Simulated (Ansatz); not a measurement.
# WS2 (Tungstenite): a point defect seen from the nuclei (Se on an S site), part 2 of 2

Aim: the field gradients at and around a point defect: Se on an S site in WS2 (Tungstenite), cell charge 0. The cell is a supercell built from a structure deposited in the COD (the entry's cell lengths or inner coordinates differ somewhat from later room-temperature determinations). Planned: a single point, then a relaxation.

Ansatz 0.2.0; DFT, PBE, plane-wave PAW, default files, scalar-relativistic. The steps go on from the part before.

### 3 Ions relaxed

The COD entry's cell or inner coordinates are ideal or old and differ from later refinements, so a difference from it is no clean test against experiment.

File input.yaml:

```yaml
crystal:
  lattice:
    - [6.36, 0.0, 0.0]
    - [-3.18, 5.507921568, 0.0]
    - [0.0, 0.0, 12.5]
  atoms:
    - { symbol: W, position: [0.1666666666, 0.3333333334, 0.25] }
    - { symbol: W, position: [0.1666666666, 0.8333333334, 0.25] }
    - { symbol: W, position: [0.6666666666, 0.3333333334, 0.25] }
    - { symbol: W, position: [0.6666666666, 0.8333333334, 0.25] }
    - { symbol: W, position: [0.3333333334, 0.1666666666, 0.75] }
    - { symbol: W, position: [0.3333333334, 0.6666666666, 0.75] }
    - { symbol: W, position: [0.8333333334, 0.1666666666, 0.75] }
    - { symbol: W, position: [0.8333333334, 0.6666666666, 0.75] }
    - { symbol: Se, position: [0.1666666666, 0.3333333334, 0.625] }
    - { symbol: S, position: [0.1666666666, 0.8333333334, 0.625] }
    - { symbol: S, position: [0.6666666666, 0.3333333334, 0.625] }
    - { symbol: S, position: [0.6666666666, 0.8333333334, 0.625] }
    - { symbol: S, position: [0.3333333334, 0.1666666666, 0.125] }
    - { symbol: S, position: [0.3333333334, 0.6666666666, 0.125] }
    - { symbol: S, position: [0.8333333334, 0.1666666666, 0.125] }
    - { symbol: S, position: [0.8333333334, 0.6666666666, 0.125] }
    - { symbol: S, position: [0.1666666666, 0.3333333334, 0.875] }
    - { symbol: S, position: [0.1666666666, 0.8333333334, 0.875] }
    - { symbol: S, position: [0.6666666666, 0.3333333334, 0.875] }
    - { symbol: S, position: [0.6666666666, 0.8333333334, 0.875] }
    - { symbol: S, position: [0.3333333334, 0.1666666666, 0.375] }
    - { symbol: S, position: [0.3333333334, 0.6666666666, 0.375] }
    - { symbol: S, position: [0.8333333334, 0.1666666666, 0.375] }
    - { symbol: S, position: [0.8333333334, 0.6666666666, 0.375] }
kpoints:
  mp_grid: { grid: [4, 4, 2] }
scf:
  occupations: { method: fermi_dirac, width: 0.01 }
hamiltonian:
  xc: pbe
  pseudopotentials: { kind: paw }
output:
  forces: true
  stress: true
  populations: true
  efg: { quadrupole_moments_barn: { S: -0.0694 }, contact_densities: true }
  write_density: true
  write_potential: true
  elf: true
  volumetric_format: npy
relax:
  f_tol: 0.03
  max_steps: 40
```

Run with:

```bash
> ansatz run input.yaml --threads 1 --pin off --max-ram 3072MiB --backend cpu --events-out ev --progress --plain --runs-dir out
```

What it wrote:

```text
Warning: output.stress: scf.convergence.dr2_threshold = 1e-7 eV (the SCF's general default) is looser than the 2.4e-9 eV advised for a printed stress (1e-10 eV for each atom of the cell: 24). What an SCF threshold leaves in a stress goes as its square root, and in the free energy as the threshold itself, and one threshold admits the most on a small cell: of the crystals measured, under no hybrid functional and no lock of the moments, on runs that ended without the residual-converged pass, on stresses that held no estimate of that error, the worst erred by over 100 MPa in a component at 1e-7 eV an atom and by under 5 at 1e-10. Every solve of this run answers to scf.convergence.dr2_threshold, and the tensor of one is reported: a single SCF on the reported geometry and on this run's grids (its basis.xc_grid and basis.ecutrho_ratio typed), with scf.convergence.dr2_threshold at 2.4e-9 eV or tighter, prints it and tightens no other solve. Else set scf.convergence.dr2_threshold to 2.4e-9 eV or tighter. The threshold is an SCF's pass mark: one that does not reach it within its budget of iterations ends unconverged, or closes short of it on a stop that the run arms, and scf.convergence.dr2_threshold's page says what that costs each kind of run
Warning: RAYON_NUM_THREADS=1 ignored (pool sized by the plan → 1); use --threads N
W: output.efg is read without spin–orbit coupling, which moves field gradients at and beside such atoms by some per cent and up to a factor of two; PAW files take it under magnetization.noncollinear and magnetization.spin_orbit
[... 10 set-up lines as earlier in the session ...]
Crystal: 24 atoms, lattice volume = 437.880 Å³
Basis set: ecut = 420 eV, 8585 PW (Γ), exchange–correlation on 90×90×180 points (8 copies of the dense FFT grid, shifted against one another)
Bands: 133, of which v1, the nominal top of the filled ones, is band 109 counted from 1 (108 counted from 0)
[... 2 set-up lines as earlier in the session ...]
k-points: 8 of 32 (time reversal used)
[... 10 set-up lines as earlier in the session ...]
SCF iter   1: F=—  HF=-102097.426905 eV  |F-HF|=—  |Δ(HF+E_count)|=         —  Δρ=5.11e-3  dr2=7.57e-2  ethr=1.77e-3  ⟨swp⟩=6.2  Hψ=4300  notcnv=0  defer=14
preconditioner: auto → Resta (q_TF=auto, 2.429 Å⁻¹)  ε∞=7.5  [insulator: Δε(μ)=1.160 eV  Ē_g=8.368 eV  σ=0.010 eV  W_gap=1.00  n_scr=110 (ndim 8)  ℏωp=21.3 eV  f_vac=0.025  D(μ)=0.00/eV (n_scr^D=0)  ε∞_Penn≈7.5]
SCF iter   2: F=—  HF=-102097.442290 eV  |F-HF|=—  |Δ(HF+E_count)|=   1.54e-2  Δρ=2.75e-3  dr2=9.70e-3  ethr=3.47e-5  ⟨swp⟩=2.2  Hψ=1661  notcnv=0  defer=107
SCF iter   3: F=—  HF=-102097.456686 eV  |F-HF|=—  |Δ(HF+E_count)|=   1.44e-2  Δρ=1.18e-3  dr2=2.26e-3  ethr=4.45e-6  ⟨swp⟩=2.1  Hψ=1501  notcnv=0  defer=107
SCF iter   4: F=—  HF=-102097.460137 eV  |F-HF|=—  |Δ(HF+E_count)|=   3.45e-3  Δρ=2.52e-4  dr2=7.22e-4  ethr=1.04e-6  ⟨swp⟩=2.1  Hψ=1618  notcnv=0  defer=107
SCF iter   5: F=—  HF=-102097.460058 eV  |F-HF|=—  |Δ(HF+E_count)|=   7.85e-5  Δρ=7.02e-5  dr2=2.78e-5  ethr=3.31e-7  ⟨swp⟩=2.0  Hψ=1345  notcnv=0  defer=107
SCF iter   6: F=-102097.460069 eV  HF=-102097.460071 eV  |F-HF|=1.57e-6  |Δ(HF+E_count)|=   1.28e-5  Δρ=1.90e-5  dr2=3.43e-6  ethr=1.03e-8  ⟨swp⟩=11.1  Hψ=9555  notcnv=0
SCF 1 converged in 6 iterations: F = -102097.460069 eV  dr2 = 3.43e-6
relax step   1: F+E_penalty+E_count = -102097.46006942 eV  Δ(F+E_penalty+E_count) = +0.000e0 eV  max|allowed force component| = 3.406e0 eV/Å  Δτ_max = 0.0000 Å  (6 SCF iters, dr2 threshold 2.25e-5 eV, accepted)
[... 11 lines left out ...]
relax step   2: F+E_penalty+E_count = -102097.69107844 eV  Δ(F+E_penalty+E_count) = -2.310e-1 eV  max|allowed force component| = 1.194e0 eV/Å  Δτ_max = 0.1933 Å  (6 SCF iters, dr2 threshold 1.00e-4 eV, accepted)
[... 8 lines left out ...]
relax step   3: F+E_penalty+E_count = -102097.74510715 eV  Δ(F+E_penalty+E_count) = -5.403e-2 eV  max|allowed force component| = 1.329e-1 eV/Å  Δτ_max = 0.0901 Å  (6 SCF iters, dr2 threshold 8.92e-5 eV, accepted)
[... 10 lines left out ...]
relax step   4: F+E_penalty+E_count = -102097.75751583 eV  Δ(F+E_penalty+E_count) = -1.241e-2 eV  max|allowed force component| = 2.500e-1 eV/Å  Δτ_max = 0.0506 Å  (8 SCF iters, dr2 threshold 1.10e-6 eV, accepted)
[... 7 lines left out ...]
relax step   5: F+E_penalty+E_count = -102097.76125435 eV  Δ(F+E_penalty+E_count) = -3.739e-3 eV  max|allowed force component| = 1.007e-2 eV/Å  Δτ_max = 0.0172 Å  (5 SCF iters, dr2 threshold 3.91e-6 eV, accepted)
[... 7 lines left out ...]
relax step   6: F+E_penalty+E_count = -102097.76125472 eV  Δ(F+E_penalty+E_count) = -3.758e-7 eV  max|allowed force component| = 1.017e-2 eV/Å  Δτ_max = 0.0000 Å  (4 SCF iters, accepted)
NSCF: frozen V_eff on 8 k-points
the band table was solved once a step of the walk had ended and its energy, with any forces and stress, was formed, with the checks that follow a solve (4745 applications of the Hamiltonian). They found nothing against the state; the energy, forces and stress were not computed again (output.eigenvalues in the input reference)
SCF converged after 4 iterations
Free energy (F): -102097.761255 eV
Harris-Foulkes:  -102097.761255 eV  (|F-HF|=6.59e-9)
Internal energy: -102097.761255 eV  (E = F + TS)
E sigma→0 (E₀):  -102097.761255 eV
Fermi energy:    12.042223 eV
--- Per-component energies (eV) ---
[... 14 lines left out ...]
--- Forces (eV/Å), atoms counted from 1 ---
  atom   1  W      0.00000000     0.00000000     0.00061083
  atom   2  W     -0.00011410    -0.00006587    -0.00038092
  atom   3  W      0.00000000     0.00013175    -0.00038092
  atom   4  W      0.00011410    -0.00006587    -0.00038092
  atom   5  W      0.00374034    -0.00215949    -0.00029723
  atom   6  W     -0.00000000     0.00431898    -0.00029723
  atom   7  W     -0.00374034    -0.00215949    -0.00029723
  atom   8  W     -0.00000000    -0.00000000     0.00196835
  atom   9  Se     0.00000000     0.00000000    -0.00573780
  atom  10  S      0.00104821     0.00060519     0.00065977
  atom  11  S     -0.00000000    -0.00121037     0.00065977
  atom  12  S     -0.00104821     0.00060519     0.00065977
  atom  13  S      0.00048735    -0.00028137    -0.00056368
  atom  14  S      0.00000000     0.00056275    -0.00056368
  atom  15  S     -0.00048735    -0.00028137    -0.00056368
  atom  16  S      0.00000000    -0.00000000    -0.00026052
  atom  17  S      0.00000000     0.00000000     0.01017051
  atom  18  S      0.00080477     0.00046463    -0.00106575
  atom  19  S      0.00000000    -0.00092926    -0.00106575
  atom  20  S     -0.00080477     0.00046463    -0.00106575
  atom  21  S     -0.00091950     0.00053087     0.00006685
  atom  22  S     -0.00000000    -0.00106175     0.00006685
  atom  23  S      0.00091950     0.00053087     0.00006685
  atom  24  S      0.00000000    -0.00000000    -0.00200500
  max |Σ_I F_I| component: 3.46e-6 eV/Å
--- Stress (GPa, compression-positive) ---
        1.973034       0.000000      -0.000000
       -0.000000       1.973034      -0.000000
       -0.000000      -0.000000       2.655644
  P = ⅓ Tr σ = 2.2006 GPa (22.006 kbar)
--- PAW observables at the nuclei: V_zz in 10²¹ V/m², potentials from the cell's mean, atoms counted from 1 ---
  atom   1  W  V_zz =   -17.548027   η = 0.0000   by run symmetry: allowed
            electrostatic potential = -14805.639070 V   contact ρ = 8821985.396261 e/Å³
  atom   2  W  V_zz =   -17.613731   η = 0.0024   by run symmetry: allowed
            electrostatic potential = -14805.640754 V   contact ρ = 8821985.632340 e/Å³
  atom   3  W  V_zz =   -17.613731   η = 0.0024   by run symmetry: allowed
            electrostatic potential = -14805.640754 V   contact ρ = 8821985.632394 e/Å³
  atom   4  W  V_zz =   -17.613731   η = 0.0024   by run symmetry: allowed
            electrostatic potential = -14805.640754 V   contact ρ = 8821985.632340 e/Å³
  atom   5  W  V_zz =   -17.130428   η = 0.0750   by run symmetry: allowed
            electrostatic potential = -14805.779644 V   contact ρ = 8821984.109491 e/Å³
  atom   6  W  V_zz =   -17.130428   η = 0.0750   by run symmetry: allowed
            electrostatic potential = -14805.779644 V   contact ρ = 8821984.109465 e/Å³
  atom   7  W  V_zz =   -17.130428   η = 0.0750   by run symmetry: allowed
            electrostatic potential = -14805.779644 V   contact ρ = 8821984.109491 e/Å³
  atom   8  W  V_zz =   -17.177393   η = 0.0000   by run symmetry: allowed
            electrostatic potential = -14805.740849 V   contact ρ = 8821983.813023 e/Å³
  atom   9  Se V_zz =    -5.734279   η = 0.0000   by run symmetry: allowed
            electrostatic potential = -4714.510300 V   contact ρ = 262889.058628 e/Å³
  atom  10  S  V_zz =    -4.677470   η = 0.0902   by run symmetry: allowed   C_q = +7.8492 MHz
            electrostatic potential = -1638.379604 V   contact ρ = 19770.498203 e/Å³
  atom  11  S  V_zz =    -4.677470   η = 0.0902   by run symmetry: allowed   C_q = +7.8492 MHz
            electrostatic potential = -1638.379604 V   contact ρ = 19770.498203 e/Å³
  atom  12  S  V_zz =    -4.677470   η = 0.0902   by run symmetry: allowed   C_q = +7.8492 MHz
            electrostatic potential = -1638.379604 V   contact ρ = 19770.498203 e/Å³
  atom  13  S  V_zz =    -4.594740   η = 0.0033   by run symmetry: allowed   C_q = +7.7104 MHz
            electrostatic potential = -1638.321263 V   contact ρ = 19770.692132 e/Å³
  atom  14  S  V_zz =    -4.594740   η = 0.0033   by run symmetry: allowed   C_q = +7.7104 MHz
            electrostatic potential = -1638.321263 V   contact ρ = 19770.692133 e/Å³
  atom  15  S  V_zz =    -4.594740   η = 0.0033   by run symmetry: allowed   C_q = +7.7104 MHz
            electrostatic potential = -1638.321263 V   contact ρ = 19770.692132 e/Å³
  atom  16  S  V_zz =    -4.574932   η = 0.0000   by run symmetry: allowed   C_q = +7.6771 MHz
            electrostatic potential = -1638.322421 V   contact ρ = 19770.702489 e/Å³
  atom  17  S  V_zz =    -4.600375   η = 0.0000   by run symmetry: allowed   C_q = +7.7198 MHz
            electrostatic potential = -1638.410576 V   contact ρ = 19770.431074 e/Å³
  atom  18  S  V_zz =    -4.390528   η = 0.1053   by run symmetry: allowed   C_q = +7.3677 MHz
            electrostatic potential = -1638.419586 V   contact ρ = 19770.551339 e/Å³
  atom  19  S  V_zz =    -4.390528   η = 0.1053   by run symmetry: allowed   C_q = +7.3677 MHz
            electrostatic potential = -1638.419586 V   contact ρ = 19770.551340 e/Å³
  atom  20  S  V_zz =    -4.390528   η = 0.1053   by run symmetry: allowed   C_q = +7.3677 MHz
            electrostatic potential = -1638.419586 V   contact ρ = 19770.551339 e/Å³
  atom  21  S  V_zz =    -4.493714   η = 0.0066   by run symmetry: allowed   C_q = +7.5408 MHz
            electrostatic potential = -1638.306725 V   contact ρ = 19770.548848 e/Å³
  atom  22  S  V_zz =    -4.493714   η = 0.0066   by run symmetry: allowed   C_q = +7.5408 MHz
            electrostatic potential = -1638.306725 V   contact ρ = 19770.548848 e/Å³
  atom  23  S  V_zz =    -4.493714   η = 0.0066   by run symmetry: allowed   C_q = +7.5408 MHz
            electrostatic potential = -1638.306725 V   contact ρ = 19770.548848 e/Å³
  atom  24  S  V_zz =    -4.591121   η = 0.0000   by run symmetry: allowed   C_q = +7.7043 MHz
            electrostatic potential = -1638.316493 V   contact ρ = 19770.602444 e/Å³
--- Band table (eV; the first three rows and the last of 8) ---
[... 4 lines left out ...]
--- Relaxed structure (6 steps of the walk, 6 accepted, 0 SCFs on fresh bases) ---
  F+E_penalty+E_count = -102097.76125472 eV   max|allowed force component| = 1.017e-2 eV/Å
  atoms:
    - { symbol: W, position: [0.16666666666666666, 0.3333333333333333, 0.2492729724085566] }
    - { symbol: W, position: [0.1665274574478205, 0.8332637287239103, 0.24908161415834876] }
    - { symbol: W, position: [0.6667362712760897, 0.3334725425521796, 0.24908161415834876] }
    - { symbol: W, position: [0.6667362712760898, 0.8332637287239103, 0.24908161415834876] }
    - { symbol: W, position: [0.3345236325329334, 0.16547636746706662, 0.7520535242745785] }
    - { symbol: W, position: [0.33452363253293343, 0.6690472650658669, 0.7520535242745785] }
    - { symbol: W, position: [0.8309527349341328, 0.16547636746706662, 0.7520535242745785] }
    - { symbol: W, position: [0.8333333333333333, 0.6666666666666666, 0.7520220367797213] }
    - { symbol: Se, position: [0.16666666666666666, 0.3333333333333333, 0.6133212649995623] }
    - { symbol: S, position: [0.1665916598139522, 0.8332958299069761, 0.6266227968137632] }
    - { symbol: S, position: [0.6667041700930239, 0.333408340186048, 0.6266227968137632] }
    - { symbol: S, position: [0.666704170093024, 0.8332958299069761, 0.6266227968137632] }
    - { symbol: S, position: [0.333244655451944, 0.16675534454805604, 0.12366339780285235] }
    - { symbol: S, position: [0.333244655451944, 0.666489310903888, 0.12366339780285235] }
    - { symbol: S, position: [0.833510689096112, 0.16675534454805604, 0.12366339780285235] }
    - { symbol: S, position: [0.8333333333333333, 0.6666666666666666, 0.12359123636829936] }
    - { symbol: S, position: [0.16666666666666666, 0.3333333333333333, 0.8756356827711015] }
    - { symbol: S, position: [0.16621596200936845, 0.8331079810046844, 0.8778419354110802] }
    - { symbol: S, position: [0.6668920189953158, 0.3337840379906318, 0.8778419354110802] }
    - { symbol: S, position: [0.666892018995316, 0.8331079810046844, 0.8778419354110802] }
    - { symbol: S, position: [0.3335981286841643, 0.16640187131583573, 0.37454528722168823] }
    - { symbol: S, position: [0.3335981286841643, 0.6671962573683285, 0.37454528722168823] }
    - { symbol: S, position: [0.8328037426316711, 0.16640187131583573, 0.37454528722168823] }
    - { symbol: S, position: [0.8333333333333333, 0.6666666666666666, 0.3747311396258271] }
--- Löwdin populations: 24 sites ---
  site symbol       q [e]
     0      W     13.5321
     1      W     13.5317
     2      W     13.5317
     3      W     13.5317
     4      W     13.5518
     5      W     13.5518
     6      W     13.5518
     7      W     13.5353
     8     Se     16.0403
     9      S      6.1219
    10      S      6.1219
    11      S      6.1219
    12      S      6.1138
    13      S      6.1138
    14      S      6.1138
    15      S      6.1129
    16      S      6.1158
    17      S      6.1193
    18      S      6.1193
    19      S      6.1193
    20      S      6.1208
    21      S      6.1208
    22      S      6.1208
    23      S      6.1191
  spilling = 0.008563 (of n_electrons = 218.000000)
```

Wall time 7.6 min (1 thread of Arm Neoverse N1, shared host); peak memory 1 GiB.

The steps of the relaxation:

| step | energy change (eV) | largest force component (eV/Å) |
| --- | --- | --- |
| 1 | 0.0000 | 3.406 |
| 2 | -0.2310 | 1.194 |
| 3 | -0.2850 | 0.133 |
| 4 | -0.2974 | 0.250 |
| 5 | -0.3012 | 0.010 |
| 6 | -0.3012 | 0.010 |

Largest displacement: 0.146 Å (atom 9, Se); mean 0.024 Å.

At the end: gap on the mesh 1.14 eV, largest force 0.010 eV/Å, pressure 2.2 GPa.

Beside the values of step 2 (V_zz in 10²¹ V/m²):

| site | atoms | V_zz, PBE | V_zz, PBE relaxed | η, PBE | η, PBE relaxed |
| --- | --- | --- | --- | --- | --- |
| Se | 9 | -11.81 | -5.73 | 0.00 | 0.00 |
| W5 | 5, 6, 7 | -19.23 | -17.13 | 0.06 | 0.07 |
| S17 | 17 | -4.66 | -4.60 | 0.00 | 0.00 |
| S10 | 10, 11, 12 | -4.85 | -4.68 | 0.12 | 0.09 |
| S21 | 21, 22, 23 | -4.65 | -4.49 | 0.00 | 0.01 |
| W8 | 8 | -17.70 | -17.18 | 0.00 | 0.00 |
| S18 | 18, 19, 20 | -4.59 | -4.39 | 0.09 | 0.11 |
| W1 | 1 | -17.93 | -17.55 | 0.00 | 0.00 |
| S24 | 24 | -4.73 | -4.59 | 0.00 | 0.00 |
| W2 | 2, 3, 4 | -17.92 | -17.61 | 0.00 | 0.00 |
| S13 | 13, 14, 15 | -4.73 | -4.59 | 0.00 | 0.00 |
| S16 | 16 | -4.75 | -4.57 | 0.00 | 0.00 |

Site by site (atoms counted from 1): 11 of 12, those nearest the defect, the farthest of each element and the two largest gradients.

| site | atoms | distance from the defect (Å) | V_zz (10²¹ V/m²) | η | C_Q (MHz) |
| --- | --- | --- | --- | --- | --- |
| Se | 9 | 0.00 | -5.73 | 0.00 | – |
| W5 | 5, 6, 7 | 2.54 | -17.13 | 0.07 | – |
| S10 | 10, 11, 12 | 3.18 | -4.68 | 0.09 | 7.85 (³³S) |
| S17 | 17 | 3.28 | -4.60 | 0.00 | 7.72 (³³S) |
| S21 | 21, 22, 23 | 3.51 | -4.49 | 0.01 | 7.54 (³³S) |
| W8 | 8 | 4.06 | -17.18 | 0.00 | – |
| W1 | 1 | 4.55 | -17.55 | 0.00 | – |
| S18 | 18, 19, 20 | 4.59 | -4.39 | 0.11 | 7.37 (³³S) |
| S24 | 24 | 4.73 | -4.59 | 0.00 | 7.70 (³³S) |
| W2 | 2, 3, 4 | 5.55 | -17.61 | 0.00 | – |
| S16 | 16 | 7.14 | -4.57 | 0.00 | 7.68 (³³S) |

Direction of the V_zz axis (Cartesian unit vector):

| site | atom | x | y | z |
| --- | --- | --- | --- | --- |
| W1 | 1 | 0.00 | 0.00 | 1.00 |
| W2 | 2 | 0.00 | 0.00 | 1.00 |
| W5 | 5 | -0.08 | 0.05 | 1.00 |
| W8 | 8 | 0.00 | 0.00 | 1.00 |
| Se | 9 | 0.00 | 0.00 | 1.00 |
| S10 | 10 | 0.00 | 0.00 | 1.00 |
| S13 | 13 | 0.01 | 0.00 | 1.00 |
| S16 | 16 | 0.00 | 0.00 | 1.00 |
| S17 | 17 | 0.00 | 0.00 | 1.00 |
| S18 | 18 | 0.00 | 0.00 | 1.00 |

The sizes of the gradients above 0.15 moved by 3 % in the median, 51 % at the site that moves most (small gradients counted from 0.15; Se, -11.81 to -5.73).

### 4 From gradients to spectra (values of step 3)

³³S (I = 3/2, Q = -69.40 mb) at 28.2 T, Larmor frequency 92.3 MHz. Second-order quadrupolar shifts of the central transition; chemical shifts are not computed, so all sites share one zero.

| site | count | C_Q (MHz) | η | ν_Q (MHz) | δ_QIS (ppm) |
| --- | --- | --- | --- | --- | --- |
| S10 | 3 | 7.85 | 0.09 | 3.92 | -181.4 |
| S17 | 1 | 7.72 | 0.00 | 3.86 | -175.0 |
| S21 | 3 | 7.54 | 0.01 | 3.77 | -167.0 |
| S18 | 3 | 7.37 | 0.11 | 3.68 | -160.0 |
| S24 | 1 | 7.70 | 0.00 | 3.85 | -174.3 |
| S16 | 1 | 7.68 | 0.00 | 3.84 | -173.1 |

³³S central transition, under fast magic-angle spinning:

(kHz, intensity): (-43.4, 0), (-41.6, 1), (-39.8, 3), (-38.0, 4), (-36.2, 6), (-34.4, 7), (-32.6, 7), (-30.8, 7), (-29.0, 7), (-27.2, 14), (-25.4, 42), (-23.6, 73), (-21.9, 64), (-20.1, 51), (-18.3, 46), (-16.5, 45), (-14.7, 45), (-12.9, 47), (-11.1, 52), (-9.3, 61), (-7.5, 89), (-5.7, 100), (-3.9, 9), (-2.1, 0)

### 5 Results

What follows sums up all 2 parts.

```
                            quantity                                                                                                         value
                      state (step 3)                                           gap on the mesh 1.14 eV, largest force 0.010 eV/Å, pressure 2.2 GPa
    V_zz by site, step 3 (10²¹ V/m²)                      Se -5.73, W5 -17.13, S10 -4.68, S17 -4.60, S21 -4.49, W8 -17.18, W1 -17.55, S18 -4.39, …
         largest C_Q in size, step 3                                                                                          7.85 MHz, ³³S at S10
step 3 (ions relaxed) against step 2  3 % in the median, 51 % at the site that moves most (small gradients counted from 0.15; Se, -11.81 to -5.73)
```

**Reading.** The largest gradient sits at W2 (6 S at 2.41–2.42 Å). The runs allow no spin. The relaxation kept the symmetry P3m1, so a distorted place of lower energy may have been missed. Relaxing moved atoms by up to 0.15 Å and single gradients by up to 51 % at the worst site (3 % in the median) (gradients over 0.15 counted), so small moves matter. At 28.2 T the ³³S line of the largest coupling listed spans about 37 kHz under magic-angle spinning and 94 kHz static, from the quadrupolar part alone (no shift anisotropy). The defect repeats with the cell of 24 atoms, so it feels its images: sites between two images don't show the values beside a lone defect, and zeros or small values of η there can come from the images' arrangement. S and W carry a gradient in the pure host already, so the values there aren't the defect's effect alone. The relaxation keeps the site symmetry 3m of the start, so the impurity can move only along its axis; a start off the site could end lower. The gap, too, lacks spin–orbit coupling.

The gaps are Kohn-Sham values of a semilocal functional, not quasiparticle or optical gaps. Such gaps usually fall short of the measured ones.
